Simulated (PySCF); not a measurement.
# [Hf(OH)3(NH3)]+: how tightly the ligands are held

Aim: take one ligand of each kind off [Hf(OH)3(NH3)]+, with both parts rigid, and scan its distance from the metal. It is a constructed species; whether it can be made isn't addressed.

Method: PBE0, Hf def2-SVP with ECP60, O def2-SVP, H def2-SVP, N def2-SVP; scalar-relativistic core potentials, no spin–orbit coupling; program: PySCF 2.14.0.

1 further run of the same task is left out (for a known fault of the program).

**1. Starting geometry**

11 atoms, charge 1, spin multiplicity 1.

Bond lengths: Hf1–O2 1.900 Å, Hf1–O4 1.900 Å, Hf1–O6 1.900 Å, Hf1–N8 2.298 Å, O2–H3 0.960 Å, O4–H5 0.960 Å, O6–H7 0.960 Å, N8–H9 1.026 Å, N8–H10 1.026 Å, N8–H11 1.026 Å. Angles: O2–Hf1–O4 115.8°, O2–Hf1–O6 115.6°, O2–Hf1–N8 102.0°, O4–Hf1–O6 115.5°, O4–Hf1–N8 102.8°, O6–Hf1–N8 101.9°, Hf1–O2–H3 169.1°, Hf1–O4–H5 169.4°, Hf1–O6–H7 169.0°, Hf1–N8–H9 113.2°, Hf1–N8–H10 112.8°, Hf1–N8–H11 113.2°, H9–N8–H10 105.6°, H9–N8–H11 105.7°, H10–N8–H11 105.6°.

Geometry (Å):

```xyz
11

Hf    0.0676   -0.1148    0.1700
O     1.0959    1.1630    1.1283
H     1.6839    1.6636    1.6985
O    -1.2504   -1.0397    1.1782
H    -1.7781   -1.5839    1.7671
O     1.0307   -1.1699   -1.0822
H     1.5983   -1.7739   -1.5667
N    -1.1925    1.2231   -1.2087
H    -1.8092    1.8647   -0.6976
H    -0.6193    1.8177   -1.8181
H    -1.8054    0.6923   -1.8379
```

Formal oxidation states: Hf +4. An earlier session relaxed this geometry at PBE0, Hf def2-SVP with ECP60, O def2-SVP, H def2-SVP, N def2-SVP (singlet, point group C1).

**2. OH taken off**

The ligand (atoms 2, 3) keeps its formal charge and a closed shell where it can; ligand and rest are solved at the complex's geometry, in vacuum, with the settings of the relaxation.

| part | charge | state | energy (Eh) |
| --- | --- | --- | --- |
| complex | 1 | singlet | -331.533698 |
| ligand | -1 | singlet | -75.579351 |
| rest | 2 | singlet | -255.301473 |

Wall time 1.6 s (2 threads of Arm Neoverse V2, shared host).

**3. Rigid scan of OH**

Atoms 2, 3 move together along the line from atom 1; the distance is to the donor, the donors' midpoint or the ring centre. Each point starts from the density of the one before.

| distance (Å) | energy from the relaxed point (eV) |
| --- | --- |
| 1.60 | 2.341 |
| 1.70 | 0.880 |
| 1.80 | 0.187 |
| 1.90 | 0.000 |
| 2.00 | 0.138 |
| 2.10 | 0.479 |
| 2.30 | 1.466 |
| 2.60 | 3.122 |
| 3.00 | 5.025 |
| 3.50 | 6.599 |

Wall time 23 s (2 threads of Arm Neoverse V2, shared host).

**4. NH3 taken off**

The ligand (atoms 8, 9, 10, 11) keeps its formal charge and a closed shell where it can; ligand and rest are solved at the complex's geometry, in vacuum, with the settings of the relaxation.

| part | charge | state | energy (Eh) |
| --- | --- | --- | --- |
| complex | 1 | singlet | -331.533698 |
| ligand | 0 | singlet | -56.440657 |
| rest | 1 | singlet | -274.988347 |

Wall time 1 s (2 threads of Arm Neoverse V2, shared host).

**5. Rigid scan of NH3**

Atoms 8, 9, 10, 11 move together along the line from atom 1; the distance is to the donor, the donors' midpoint or the ring centre. Each point starts from the density of the one before.

| distance (Å) | energy from the relaxed point (eV) |
| --- | --- |
| 2.00 | 0.635 |
| 2.10 | 0.241 |
| 2.20 | 0.052 |
| 2.30 | 0.000 |
| 2.40 | 0.039 |
| 2.50 | 0.136 |
| 2.70 | 0.418 |
| 3.00 | 0.889 |
| 3.40 | 1.423 |
| 3.90 | 1.887 |

It took 17 s on 2 threads of Arm Neoverse V2, shared host.

**6. Summary of results**

| quantity | value |
| --- | --- |
| taking off OH | 17.77 eV |
| stiffness of the OH contact | 32.5 eV/Å² |
| taking off NH3 | 2.85 eV |
| stiffness of the NH3 contact | 9.1 eV/Å² |

What this shows: Taking off OH as a fragment of charge -1 costs 17.77 eV, much of it the attraction of the two charges. Near 1.90 Å the OH contact has a stiffness of about 32.5 eV/Å², and the energy stands 6.60 eV higher at 3.50 Å. Taking off NH3 as a fragment of charge +0 costs 2.85 eV. Near 2.30 Å the NH3 contact has a stiffness of about 9.1 eV/Å², and the energy stands 1.89 eV higher at 3.90 Å. The free anion is solved without diffuse functions, no counterpoise correction is made, and the parts aren't relaxed; each of these makes the binding look larger. The bases are small and lack diffuse functions. Spin–orbit coupling is left out.
